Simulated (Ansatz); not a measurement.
# Ir (sc type): how the settings move a single-point run

Question: which choices in the input matter for Ir (sc type)?

Method: reference: DFT, LDA, all-electron LAPW, scalar-relativistic, in Ansatz 0.2.0.

1 further run of the same task is left out (it didn't finish). Runs told in other sessions of the task aren't counted.

## 1. Starting point

It takes space group Pm-3m (No. 221, cubic). Conventional cell: a = 2.306 Å, b = 2.306 Å, c = 2.306 Å, α = 90.00°, β = 90.00°, γ = 90.00°. Ir (site symmetry m-3m) has 6 Ir at 2.31 Å in its first shell of neighbours.

As a file:

```xyz
1
Lattice="2.3059 0.0000 0.0000 0.0000 2.3059 0.0000 0.0000 0.0000 2.3059" Properties=species:S:1:pos:R:3 pbc="T T T"
Ir    0.0000    0.0000    0.0000
```

## 2. The reference run

input.yaml reads:

```yaml
crystal:
  lattice:
    - [2.3059163239, 0.0, 0.0]
    - [0.0, 2.3059163239, 0.0]
    - [0.0, 0.0, 2.3059163239]
  atoms:
    - { symbol: Ir, position: [0.0, 0.0, 0.0] }
kpoints:
  mp_grid: { grid: [15, 15, 15] }
scf:
  occupations: { method: fermi_dirac, width: 0.1 }
hamiltonian:
  xc: lda
  pseudopotentials: { kind: all_electron, lapw: { basis_error: 0.001 } }
output:
  forces: true
  stress: true
  eigenvalues: true
  populations: true
```

Launch:

```console
$ ansatz run input.yaml --threads 1 --pin off --max-ram 2048MiB --backend cpu --events-out ev --progress --plain --runs-dir out
```

The main lines of its log:

```text
[...]
Basis set: ecut = 426.3789530433097 eV, 251 PW (Γ), exchange–correlation at level 2
[...]
k-points: 120 of 3375
[...]
SCF iter   1: F=—  HF=-484751.752349 eV  |F-HF|=—  |Δ(HF+E_count)|=         —  Δρ=2.02e-2  dr2=3.07e-2  ethr=6.51e-5  ⟨swp⟩=3.0  Hψ=22448  notcnv=0
preconditioner: auto → none  [metal: Δε(μ)=0.005 eV  Ē_g=52.977 eV  σ=0.100 eV  W_gap=0.01  n_scr=6 (ndim 8)  ℏωp=57.1 eV  f_vac=0.000  D(μ)=1.02/eV (n_scr^D=18)  sad-step TF]
SCF iter   2: F=—  HF=-484751.743383 eV  |F-HF|=—  |Δ(HF+E_count)|=   8.97e-3  Δρ=1.46e-2  dr2=2.11e-2  ethr=6.51e-5  ⟨swp⟩=2.0  Hψ=9944  notcnv=0
[...]
SCF iter   5: F=—  HF=-484751.736547 eV  |F-HF|=—  |Δ(HF+E_count)|=   6.71e-6  Δρ=9.35e-5  dr2=7.52e-7  ethr=1.75e-8  ⟨swp⟩=2.0  Hψ=9945  notcnv=0
SCF iter   6: F=-484751.736546 eV  HF=-484751.736546 eV  |F-HF|=2.11e-8  |Δ(HF+E_count)|=   7.91e-7  Δρ=1.09e-5  dr2=6.31e-9  ethr=1.60e-9  ⟨swp⟩=2.0  Hψ=9944  notcnv=0
[...]
SCF converged after 6 iterations
Free energy (F): -484751.736546 eV
[...]
E sigma→0 (E₀):  -484751.720375 eV
[...]
Fermi energy:    37.380351 eV
[...]
  P = ⅓ Tr σ = 153.8025 GPa (1538.025 kbar)
[...]
```

Run time: 17 s. Hardware: 1 thread of Arm Neoverse V2, shared host; peak memory 0.37 GiB.

## 3. Variant: mp_grid.shift [0.5, 0.5, 0.5], dispersion d3bjatm

input.yaml: that of step 2 with these lines changed.

```diff
@@ -8,3 +8,3 @@
 kpoints:
-  mp_grid: { grid: [15, 15, 15] }
+  mp_grid: { grid: [15, 15, 15], shift: [0.5, 0.5, 0.5] }
 scf:
@@ -14,2 +14,3 @@
   pseudopotentials: { kind: all_electron, lapw: { basis_error: 0.001 } }
+  dispersion: d3bjatm
 output:
```

Launch:

```console
$ ansatz run input.yaml --threads 1 --pin off --max-ram 2048MiB --backend cpu --events-out ev --progress --plain --runs-dir out
```

Output, cut to the lines that bear on the results:

```text
Warning: the engine holds no damping parameters fitted to this dispersion correction and functional, so the run takes those fitted to pbe (hamiltonian.dispersion, under Limitations)
Ir: projections on atomic orbitals take those of the free atom 1s2 2s2 2p6 3s2 3p6 3d10 4s2 4p6 4d10 4f14 5s2 5p6 5d7 6s2, of charge +0.00 (hamiltonian.pseudopotentials.projection_atoms)
LAPW: plane waves up to 10.579 Å⁻¹, error target 1.0e-3 eV per atom; small_component_spin mean_spin; Ir in spheres of 1.153 Å, 47 of its electrons in bands, Dirac shells []
[...]
Pseudopotentials: kind: all_electron
Pseudopotential: Ir, LAPW, valence charge 47, Koelling and Harmon's equation, gaussian nucleus
Functional definition: SPW92
[...]
Crystal: 1 atoms, lattice volume = 12.261 Å³
Basis set: ecut = 426.3789530433097 eV, 251 PW (Γ), exchange–correlation at level 2
Bands: 29, of which v1, the nominal top of the filled ones, is band 24 counted from 1 (23 counted from 0)
Symmetry: 48 space group operations
Space group: Pm-3m (ITA 221), of the structure as read, at distance tolerance 2.3e-5 Å
k-points: 120 of 3375
[...]
SCF iter   1: F=—  HF=-484752.468865 eV  |F-HF|=—  |Δ(HF+E_count)|=         —  Δρ=2.20e-2  dr2=3.66e-2  ethr=7.76e-5  ⟨swp⟩=3.0  Hψ=22467  notcnv=0
[...]
SCF iter   6: F=-484752.451225 eV  HF=-484752.451225 eV  |F-HF|=2.04e-8  |Δ(HF+E_count)|=   1.17e-6  Δρ=1.04e-5  dr2=5.31e-9  ethr=2.06e-9  ⟨swp⟩=2.0  Hψ=9924  notcnv=0
[...]
SCF converged after 6 iterations
Free energy (F): -484752.451225 eV
[...]
E sigma→0 (E₀):  -484752.434418 eV
Entropy (-TS):   -0.033614 eV (-33.614 meV/atom)
Fermi energy:    37.321338 eV
[...]
--- Forces (eV/Å), atoms counted from 1 ---
  atom   1  Ir     0.00000000    -0.00000000    -0.00000000
[...]
--- Stress (GPa, compression-positive) ---
      146.700521       0.000000       0.000000
        0.000000     146.700521       0.000000
        0.000000       0.000000     146.700521
  P = ⅓ Tr σ = 146.7005 GPa (1467.005 kbar)
--- Band table (eV; the first three rows and the last of 120) ---
[...]
--- Löwdin populations: 1 site ---
  site symbol       q [e]
     0     Ir     76.8716
  spilling = 0.001667 (of n_electrons = 77.000000)
```

It took 17 s on 1 thread of Arm Neoverse V2, shared host; peak memory 0.37 GiB.

The energy moves by -714.7 meV/atom, nearly all of it the dispersion term itself (-716.9 meV/atom); that offset belongs to the model and is no gain or loss of stability; the pressure goes from 153.8 to 146.7 GPa. The damping parameters are borrowed, as the log notes.

## 4. Comparison

| run | ending | energy change | pressure (GPa) | gap (eV) | force (eV/Å) | cycles | time |
| --- | --- | --- | --- | --- | --- | --- | --- |
| reference | converged | 0 | 153.8 | 0.00 | 0.00 | 6 | 17 s |
| 1: mp_grid.shift [0.5, 0.5, 0.5], dispersion d3bjatm | converged | -714.7 meV/atom (dispersion and other settings together) | 146.7 | 0.00 | 0.00 | 6 | 17 s |

Residual by cycle in the longest SCF loop of each run; runs are numbered as in the table. The quantity is the density residual dr2, in eV.

| cycle | reference | run 1 |
| --- | --- | --- |
| 1 | 0.0307 | 0.0366 |
| 2 | 0.0211 | 0.0243 |
| 3 | 0.00154 | 0.0013 |
| 4 | 8.2e-6 | 9.6e-6 |
| 5 | 7.5e-7 | 9.7e-7 |
| 6 | 6.3e-9 | 5.3e-9 |

What this shows: The energy moves by -714.7 meV/atom, nearly all of it the dispersion term itself (-716.9 meV/atom); that offset belongs to the model and is no gain or loss of stability; the pressure goes from 153.8 to 146.7 GPa. The damping parameters are borrowed, as the log notes. The structure is not at rest: the sound run finds 154 GPa, so these are no properties of the relaxed crystal. 
